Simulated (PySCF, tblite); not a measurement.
**C₆H₁₁NSi₂: geometry, infrared bands and NMR shifts**

Wanted: the infrared bands and NMR shifts of C₆H₁₁NSi₂ (`N#C/C=C\C[SiH2]/C=C/[SiH3]`), by calculation.

Programs: tblite 0.8.0 and PySCF 2.14.0, with density-fitted response routines of our own. Each step states its level of theory. These are calculated values for one molecule in the gas phase, unless marked as measured. Atoms count from 0, in the outputs and in this text.

## 1. The starting structure

20 atoms, charge 0, multiplicity 1; geometry from: force field or distance geometry start.

Bonds of the start (Å): N0–C1 1.17, C1–C2 1.41, C2–C3 1.36, C3–C4 1.46, C4–Si5 1.88, Si5–C6 1.87, C6–C7 1.33, C7–Si8 1.86, C2–H9 1.10, C3–H10 1.08, C4–H11 1.12, C4–H12 1.11, Si5–H13 1.47, Si5–H14 1.47, C6–H15 1.10, C7–H16 1.11, Si8–H17 1.46, Si8–H18 1.48, Si8–H19 1.45.

## 2. Geometry optimisation with GFN2-xTB

What the job is given:

```
{"job": {"kind": "relax", "xc": "GFN2-xTB", "basis": "xTB"}, "charge": 0, "multiplicity": 1}
N     -0.959300    -2.808300     1.106100
C     -1.836100    -2.104200     0.779800
C     -2.883300    -1.248600     0.381300
C     -2.685700    -0.298000    -0.567500
C     -1.338200    -0.204100    -1.130200
Si    -0.543300     1.475400    -0.870000
C      0.994500     1.181800     0.145900
C      1.947000     0.458900    -0.445900
Si     3.543600     0.052200     0.410100
H     -3.884400    -1.336900     0.820300
H     -3.489000     0.349300    -0.875500
H     -1.343300    -0.349600    -2.241200
H     -0.681000    -0.988000    -0.709100
H     -0.081800     2.093600    -2.120100
H     -1.442900     2.412100    -0.180700
H      1.093300     1.572900     1.168100
H      1.773300     0.087300    -1.474000
H      4.577300     0.043800    -0.621700
H      3.425500    -1.322500     0.951700
H      3.808700     0.943700     1.527300
```

On the command line:

```bash
$ OMP_NUM_THREADS=1 python probes_run.py task.json out
```

This one command runs all jobs of the session in turn.

The program printed:

```text
step      E/eV     max force
  0    -672.29552    2.575
  1    -672.26505    7.580
  2    -672.43564    1.333
  3    -672.46854    0.973
  4    -672.50017    0.485
  5    -672.53929    0.530
  6    -672.54884    0.368
  7    -672.56354    0.243
  8    -672.57312    0.315
  9    -672.58276    0.262
 10    -672.58950    0.189
 11    -672.59659    0.203
 12    -672.60383    0.220
 13    -672.61074    0.192
 14    -672.61599    0.149
 15    -672.62008    0.159
 16    -672.62450    0.185
 17    -672.62941    0.187
 18    -672.63310    0.138
 19    -672.63536    0.114
 20    -672.63708    0.117
 21    -672.63902    0.113
 22    -672.64118    0.131
 23    -672.64306    0.095
 24    -672.64457    0.097
 25    -672.64610    0.109
 26    -672.64788    0.116
 27    -672.64957    0.103
 28    -672.65075    0.076
 29    -672.65152    0.069
 30    -672.65224    0.070
 31    -672.65304    0.080
 32    -672.65381    0.067
 33    -672.65447    0.064
 34    -672.65513    0.059
 35    -672.65589    0.078
 36    -672.65680    0.079
 37    -672.65777    0.068
 38    -672.65870    0.065
 39    -672.65953    0.060
 40    -672.66028    0.074
 41    -672.66101    0.067
 42    -672.66173    0.070
 43    -672.66251    0.070
 44    -672.66335    0.064
 45    -672.66418    0.061
 46    -672.66492    0.067
 47    -672.66552    0.063
 48    -672.66601    0.046
 49    -672.66646    0.045
 50    -672.66692    0.051
 51    -672.66743    0.062
 52    -672.66796    0.053
 53    -672.66843    0.051
 54    -672.66885    0.049
 55    -672.66924    0.052
 56    -672.66965    0.055
 57    -672.67003    0.039
 58    -672.67036    0.036
 59    -672.67066    0.039
 60    -672.67097    0.043
 61    -672.67127    0.036
 62    -672.67153    0.034
 63    -672.67176    0.037
 64    -672.67201    0.041
 65    -672.67233    0.042
 66    -672.67266    0.039
 67    -672.67297    0.039
 68    -672.67330    0.049
 69    -672.67374    0.064
 70    -672.67433    0.064
 71    -672.67502    0.065
 72    -672.67568    0.060
 73    -672.67634    0.066
 74    -672.67715    0.080
 75    -672.67824    0.086
 76    -672.67926    0.077
 77    -672.67994    0.177
 78    -672.68038    0.048
 79    -672.68081    0.046
 80    -672.68144    0.063
 81    -672.68186    0.063
 82    -672.68230    0.046
 83    -672.68265    0.042
 84    -672.68305    0.047
 85    -672.68336    0.044
 86    -672.68360    0.065
 87    -672.68385    0.055
 88    -672.68413    0.055
 89    -672.68440    0.045
 90    -672.68464    0.038
 91    -672.68491    0.046
 92    -672.68526    0.047
 93    -672.68576    0.062
 94    -672.68629    0.049
 95    -672.68666    0.036
 96    -672.68694    0.039
 97    -672.68734    0.053
 98    -672.68806    0.082
 99    -672.68921    0.088
100    -672.69059    0.082
101    -672.69180    0.070
102    -672.69116    0.247
103    -672.69311    0.088
104    -672.69363    0.107
105    -672.69521    0.095
106    -672.69629    0.186
107    -672.69705    0.063
108    -672.69799    0.061
109    -672.69904    0.062
110    -672.69965    0.074
111    -672.70036    0.064
112    -672.70087    0.062
113    -672.70138    0.066
114    -672.70178    0.046
115    -672.70205    0.034
116    -672.70222    0.032
117    -672.70239    0.038
118    -672.70265    0.045
119    -672.70295    0.051
120    -672.70321    0.031
121    -672.70340    0.030
122    -672.70356    0.029
123    -672.70378    0.062
124    -672.70410    0.060
125    -672.70445    0.103
126    -672.70479    0.039
127    -672.70516    0.045
128    -672.70570    0.056
129    -672.70623    0.071
130    -672.70675    0.071
131    -672.70714    0.053
132    -672.70752    0.047
133    -672.70796    0.061
134    -672.70848    0.087
135    -672.70898    0.082
136    -672.70943    0.048
137    -672.70990    0.047
138    -672.71043    0.069
139    -672.71101    0.092
140    -672.71158    0.083
141    -672.71212    0.055
142    -672.71268    0.051
143    -672.71324    0.047
144    -672.71377    0.077
145    -672.71436    0.073
146    -672.71515    0.058
147    -672.71652    0.069
148    -672.71714    0.072
149    -672.71808    0.073
150    -672.71958    0.081
151    -672.72146    0.104
152    -672.72464    0.115
153    -672.72726    0.228
154    -672.72347    0.363
155    -672.73089    0.126
156    -672.73209    0.255
157    -672.73389    0.082
158    -672.73666    0.204
159    -672.73807    0.100
160    -672.73962    0.088
161    -672.74135    0.186
162    -672.74250    0.111
163    -672.74388    0.106
164    -672.74473    0.267
165    -672.74670    0.059
166    -672.74751    0.049
167    -672.74883    0.097
168    -672.74958    0.142
169    -672.75051    0.063
170    -672.75134    0.154
171    -672.75175    0.122
172    -672.75209    0.069
173    -672.75259    0.090
174    -672.75287    0.085
175    -672.75311    0.044
176    -672.75330    0.049
177    -672.75350    0.045
178    -672.75373    0.044
179    -672.75393    0.061
180    -672.75412    0.037
181    -672.75423    0.071
182    -672.75434    0.029
183    -672.75442    0.026
184    -672.75449    0.030
185    -672.75455    0.033
186    -672.75466    0.025
187    -672.75477    0.024
188    -672.75490    0.036
189    -672.75501    0.041
190    -672.75512    0.052
191    -672.75523    0.042
192    -672.75538    0.063
193    -672.75556    0.038
194    -672.75578    0.103
195    -672.75603    0.051
196    -672.75644    0.051
197    -672.75692    0.104
198    -672.75745    0.064
199    -672.75790    0.154
200    -672.75814    0.059
201    -672.75861    0.041
202    -672.75908    0.065
203    -672.76017    0.062
204    -672.76080    0.060
205    -672.76127    0.062
206    -672.76166    0.052
207    -672.76197    0.071
208    -672.76219    0.043
209    -672.76231    0.032
210    -672.76245    0.032
211    -672.76253    0.028
212    -672.76269    0.027
213    -672.76284    0.029
214    -672.76297    0.022
215    -672.76305    0.016
216    -672.76310    0.023
217    -672.76315    0.020
218    -672.76323    0.025
219    -672.76332    0.026
220    -672.76339    0.025
221    -672.76345    0.026
222    -672.76352    0.020
223    -672.76359    0.025
224    -672.76367    0.018
225    -672.76374    0.028
226    -672.76380    0.028
227    -672.76389    0.035
228    -672.76397    0.031
229    -672.76406    0.035
230    -672.76414    0.025
231    -672.76424    0.021
232    -672.76433    0.020
233    -672.76439    0.012
234    -672.76441    0.009
```

It took 2 s on 1 thread of Intel Xeon 6975P-C, shared host; peak memory 0.18 GiB.

The steps of the relaxation: (not every step is listed) (the energy doesn't fall at every step)

```
step  energy from step 0 (eV)  largest force (eV/Å)
   0                   0.0000                2.5755
   1                   0.0305                7.5796
   2                  -0.1401                1.3326
   3                  -0.1730                0.9728
   4                  -0.2047                0.4855
   5                  -0.2438                0.5295
   6                  -0.2533                0.3682
   7                  -0.2680                0.2428
   8                  -0.2776                0.3153
  30                  -0.3567                0.0700
  52                  -0.3724                0.0533
  74                  -0.3816                0.0796
  96                  -0.3914                0.0390
 118                  -0.4071                0.0450
 140                  -0.4161                0.0831
 162                  -0.4470                0.1107
 184                  -0.4590                0.0298
 206                  -0.4661                0.0524
 228                  -0.4684                0.0315
 229                  -0.4685                0.0347
 230                  -0.4686                0.0248
 231                  -0.4687                0.0213
 232                  -0.4688                0.0199
 233                  -0.4689                0.0118
 234                  -0.4689                0.0088
```

Distances of close pairs at the start and the end, largest changes first:

```
   bond  before (Å)  after (Å)  change (Å)
 C4–Si5       1.876      1.929      +0.053
 C4–H11       1.120      1.089      -0.031
 C7–Si8       1.857      1.883      +0.027
 C7–H16       1.107      1.084      -0.023
  N0–C1       1.171      1.149      -0.022
Si8–H18       1.482      1.462      -0.021
  C2–C3       1.358      1.339      -0.019
 C4–H12       1.106      1.090      -0.017
```

The next job starts from the end point, and lists it.

## 3. Harmonic vibrations with GFN2-xTB

What the job is given:

```
{"job": {"kind": "ir", "xc": "GFN2-xTB", "basis": "xTB"}, "charge": 0, "multiplicity": 1}
N      0.106832    -2.820307    -0.162463
C     -0.746457    -2.123139     0.162552
C     -1.799520    -1.288491     0.567729
C     -2.275440    -0.296170    -0.194751
C     -1.730694     0.099312    -1.503091
Si    -0.608752     1.657502    -1.313683
C      0.768443     1.253109    -0.097599
C      1.604581     0.222004    -0.216963
Si     2.950471    -0.251344     1.012239
H     -2.216288    -1.510151     1.541065
H     -3.095222     0.301691     0.182759
H     -2.538675     0.341048    -2.192593
H     -1.136867    -0.706773    -1.933010
H     -0.109729     1.985596    -2.653281
H     -1.432823     2.757443    -0.796957
H      0.883754     1.903447     0.762762
H      1.494782    -0.430768    -1.075466
H      4.237197    -0.294657     0.311988
H      2.638128    -1.557479     1.588820
H      3.001131     0.768807     2.064896
```

The program printed:

```text
mode    cm-1     km/mol
  1      19.4      3.36
  2      28.4      0.71
  3      52.4      0.62
  4      74.1      2.34
  5     104.9      1.46
  6     138.9      4.62
  7     159.5      3.08
  8     163.3      2.38
  9     215.0      0.88
 10     294.0      1.47
 11     313.3      6.24
 12     375.6      0.96
 13     464.0     29.45
 14     503.4     25.51
 15     523.6     22.03
 16     532.9    103.64
 17     573.1     12.14
 18     625.7     26.97
 19     660.2    133.40
 20     671.7     20.46
 21     696.4    189.58
 22     759.2    216.18
 23     771.9     56.36
 24     774.2    155.31
 25     781.5    187.07
 26     785.1    210.89
 27     801.5    320.52
 28     803.6     63.99
 29     833.1    118.64
 30     916.0      4.19
 31     967.9     10.54
 32    1027.7     15.12
 33    1056.9     26.61
 34    1124.5     30.06
 35    1174.7     86.66
 36    1191.6     36.64
 37    1232.8      2.67
 38    1306.9      0.43
 39    1348.3     13.65
 40    1458.3      7.15
 41    1625.2      0.73
 42    1642.9    106.04
 43    2223.3    303.73
 44    2236.4    346.10
 45    2237.8    236.83
 46    2247.6    346.86
 47    2284.5    219.19
 48    2360.8    184.40
 49    2990.1     30.77
 50    2999.0     13.44
 51    3011.6     32.92
 52    3025.3     42.42
 53    3050.8     15.43
 54    3063.7     40.82
```

Wall time 0.9 s (1 thread of Intel Xeon 6975P-C, shared host); peak memory 0.18 GiB.

Which atoms move in the most intense modes:

```
cm⁻¹  km/mol                         atoms
 759   216.2   H19 28 %, C7 22 %, H18 11 %
 785   210.9  H19 53 %, H18 24 %, H17 11 %
 802   320.5   Si8 23 %, C7 21 %, H17 12 %
2223   303.7            H14 85 %, H13 10 %
2236   346.1                      H19 87 %
2238   236.8                      H13 81 %
2248   346.9                      H17 92 %
2284   219.2                      H18 96 %
```

## 4. Shielding tensors: PBE0/pcSseg-1

Settings changed since step 3:

```diff
@@ -1,2 +1,2 @@
-{"job": {"kind": "ir", "xc": "GFN2-xTB", "basis": "xTB"}, "charge": 0, "multiplicity": 1}
+{"job": {"kind": "nmr", "xc": "PBE0", "basis": "pcSseg-1"}, "charge": 0, "multiplicity": 1}
 N      0.106832    -2.820307    -0.162463
```

Level: GIAO PBE0/pcSseg-1 NMR shielding, non-relativistic, gas phase.

The program printed:

```text
coarse grid: 17648 points
cycle   1  E = -868.1604728017  dE =  8.683e-01  |g| = 5.043e-01  |ddm| = 4.123e+00
cycle   2  E = -868.0534251476  dE =  1.070e-01  |g| = 8.587e-01  |ddm| = 1.199e+00
cycle   3  E = -868.2176519598  dE = -1.642e-01  |g| = 2.020e-01  |ddm| = 7.941e-01
cycle   4  E = -868.2265764942  dE = -8.925e-03  |g| = 4.499e-02  |ddm| = 1.764e-01
cycle   5  E = -868.2270691303  dE = -4.926e-04  |g| = 9.133e-03  |ddm| = 5.243e-02
cycle   6  E = -868.2270913636  dE = -2.223e-05  |g| = 2.435e-03  |ddm| = 1.218e-02
cycle   7  E = -868.2270928758  dE = -1.512e-06  |g| = 6.611e-04  |ddm| = 2.884e-03
final grid: 161184 points
cycle   8  E = -868.2791030798  dE = -3.412e-05  |g| = 7.064e-03  |ddm| = 3.123e-02
cycle   9  E = -868.2790994781  dE =  3.602e-06  |g| = 7.958e-03  |ddm| = 1.427e-02
cycle  10  E = -868.2791162774  dE = -1.680e-05  |g| = 8.458e-04  |ddm| = 7.801e-03
cycle  11  E = -868.2791164279  dE = -1.506e-07  |g| = 3.580e-04  |ddm| = 9.574e-04
cycle  12  E = -868.2791164594  dE = -3.151e-08  |g| = 9.534e-05  |ddm| = 3.451e-04
cycle  13  E = -868.2791164611  dE = -1.688e-09  |g| = 5.135e-05  |ddm| = 1.112e-04
cycle  14  E = -868.2791164616  dE = -5.218e-10  |g| = 1.776e-05  |ddm| = 4.495e-05
converged SCF energy = -868.2791164616

GIAO shielding tensors (ppm)
atom      isotropic    diamagn.    paramagn.     s11        s22        s33       span
  0 N      -56.109     341.899    -398.009   -211.494   -173.069    216.235    427.729
  1 C       63.494     263.440    -199.947    -52.502    -45.955    288.938    341.441
  2 C       84.158     256.918    -172.760    -13.828    109.783    156.519    170.348
  3 C       24.124     258.519    -234.395   -110.224     17.830    164.767    274.992
  4 C      163.036     255.487     -92.451    140.321    169.450    179.337     39.017
  5 Si     403.583     881.987    -478.404    367.421    413.624    429.705     62.284
  6 C       40.162     261.760    -221.598    -81.621     33.425    168.681    250.302
  7 C       22.764     262.308    -239.544   -107.405     -3.488    179.184    286.589
  8 Si     418.441     881.439    -462.998    369.828    421.298    464.197     94.369
  9 H       26.555      29.843      -3.289     23.403     26.708     29.553      6.150
 10 H       24.883      31.698      -6.815     22.347     24.626     27.677      5.330
 11 H       29.828      29.399       0.429     25.788     27.126     36.570     10.782
 12 H       28.828      34.169      -5.341     25.845     28.359     32.279      6.434
 13 H       27.101      29.656      -2.554     23.922     24.991     32.391      8.468
 14 H       27.439      30.279      -2.840     24.125     25.613     32.579      8.455
 15 H       24.861      34.661      -9.800     21.757     24.780     28.047      6.289
 16 H       24.143      37.348     -13.205     18.653     25.443     28.332      9.679
 17 H       27.380      28.882      -1.502     24.321     25.461     32.360      8.039
 18 H       27.183      30.381      -3.199     23.745     26.666     31.138      7.393
 19 H       27.742      29.994      -2.252     24.739     26.630     31.855      7.116
```

Run time: 34 s. Hardware: 1 thread of Intel Xeon 6975P-C, shared host; peak memory 1.1 GiB.

Shifts follow as δ = σ(reference) − σ, with reference shieldings (ppm) from runs at the same level and on the same kind of geometry: 1H TMS 31.72, 13C TMS 186.9, 29Si TMS 349.2, 15N NH3 267.7. The references are single molecules in the gas phase, so shifts against H2O, NH3, PH3, H3PO4 or CFCl3 are not on the usual liquid scales and can be off by tens of ppm. Atoms listed in one row are averaged.

```
        atoms                                  environment  σ (ppm)  δ (ppm)  δ scaled to CDCl3
           C7                                    alkene CH     22.8    164.2              158.3
           C3                                    alkene CH     24.1    162.8              157.0
           C6                                    alkene CH     40.2    146.8              141.3
           C1                               nitrile carbon     63.5    123.4              118.6
           C2                                    alkene CH     84.2    102.8               98.4
           C4                 allylic sp3 CH2 bonded to Si    163.0     23.9               21.4
          H16                     hydrogen on an alkene CH    24.14     7.57               7.25
          H15                     hydrogen on an alkene CH    24.86     6.86               6.57
          H10                     hydrogen on an alkene CH    24.88     6.83               6.55
           H9                     hydrogen on an alkene CH    26.55     5.16               4.97
     H13, H14          hydrogen on a silicon bonded to 2 C    27.27     4.45                  –
H17, H18, H19            hydrogen on a silicon bonded to C    27.43     4.28                  –
     H11, H12  hydrogen on an allylic sp3 CH2 bonded to Si    29.33     2.39               2.36
           N0                             nitrile nitrogen    -56.1    323.8                  –
          Si5                   silicon bonded to 2 C, 2 H    403.6    -54.4                  –
          Si8                     silicon bonded to C, 3 H    418.4    -69.3                  –
```

The scaled column applies a straight-line fit of computed shieldings to shifts measured in CDCl3 (root-mean-square error 0.16 ppm for H, 1.9 ppm for C).

Charges from the same density, by scheme (e):

```
atoms  Mulliken    IAO  Hirshfeld  ESP fit
   N0     -0.27  -0.26      -0.22    -0.52
   C1      0.09   0.14       0.08     0.56
   C2     -0.12  -0.23      -0.05    -0.51
   C3     -0.14  -0.07       0.00     0.02
   C4     -0.47  -0.54      -0.15    -0.37
  Si5      0.70   0.76       0.35     0.43
   C6     -0.42  -0.42      -0.14    -0.26
   C7     -0.39  -0.38      -0.12    -0.29
  Si8      0.55   0.61       0.32     0.39
```

Mayer bond orders: N0–C1 2.95, C1–C2 1.07, C2–C3 1.81, C3–C4 1.08, C4–Si5 0.85, Si5–C6 0.90, C6–C7 1.93, C7–Si8 0.89.

## 5. Outcome

```
                                                              quantity                                         value
                             strongest single infrared mode (GFN2-xTB)                         2248 cm⁻¹, 347 km/mol
                                          zero-point energy (GFN2-xTB)                                 87.6 kcal/mol
                                13C shifts against TMS (PBE0/pcSseg-1)   164.2, 162.8, 146.8, 123.4, 102.8, 23.9 ppm
1H shifts against TMS (PBE0/pcSseg-1, means over atoms taken as alike)  7.57, 6.86, 6.83, 5.16, 4.45, 4.28, 2.39 ppm
                                15N shifts against NH3 (PBE0/pcSseg-1)                                     323.8 ppm
                               29Si shifts against TMS (PBE0/pcSseg-1)                              -54.4, -69.3 ppm
```

In words: Relaxing lowered the energy by 0.469 eV in 234 steps; the close pair that moved most is C4–Si5, from 1.876 to 1.929 Å. No mode is imaginary among the 54: a minimum at this level. The strongest single mode, at 2248 cm⁻¹, moves mainly H17. GFN2-xTB is a fitted tight-binding method: band positions and strengths are rough. Its intensities can rank the bands wrongly. At PBE0/pcSseg-1: The largest span, 428 ppm, is at N0, where the paramagnetic term is -398 ppm.
